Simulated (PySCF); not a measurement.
# C2H5NOSi (SiH2Me(NCO)): the cost of one run

Programs: PySCF 2.14.0, with density-fitted response routines of our own. Each step states its level of theory. These are calculated values for one molecule in the gas phase, unless marked as measured. Atoms count from 0, in the outputs and in this text.

### Step 1. Starting geometry

10 atoms, charge 0, multiplicity 1; geometry from: GFN2-xTB. The atoms were then displaced at random by about 0.03 Å, so the start is not that level's minimum.

Bonds of the start (Å): Si0–H1 1.45, Si0–H2 1.36, Si0–C3 1.95, Si0–N7 1.68, C3–H4 1.01, C3–H5 1.19, C3–H6 1.08, N7–C8 1.20, C8–O9 1.18.

### Step 2. Optimising the geometry at PBE0-D3(BJ)/def2-SVP

What the job is given:

```
{"job": {"xc": "PBE0", "basis": "def2-SVP", "d3": "d3bj", "grid": 1, "maxiter": 40, "shake": 0.03, "kind": "geom"}, "charge": 0, "multiplicity": 1}
Si     0.733680    -0.066380     0.448090
H      0.598330    -0.156750     1.884440
H      1.978910    -0.102190    -0.101170
C     -0.098470     1.591180    -0.163140
H      0.321660     2.451480     0.152760
H     -1.226670     1.657360     0.219890
H     -0.222590     1.618390    -1.236580
N     -0.157440    -1.277730    -0.291850
C     -0.661540    -2.366200    -0.344220
O     -1.141210    -3.425910    -0.563800
```

Started as:

```sh
> OMP_NUM_THREADS=1 python probes_run.py task.json out
```

One launch serves the whole session: the jobs run in the order shown.

**Question.** How long does this first job take on 1 thread of Arm Neoverse V2, shared host, and how much memory does it need?

About 33 s, with a peak of 0.38 GiB.
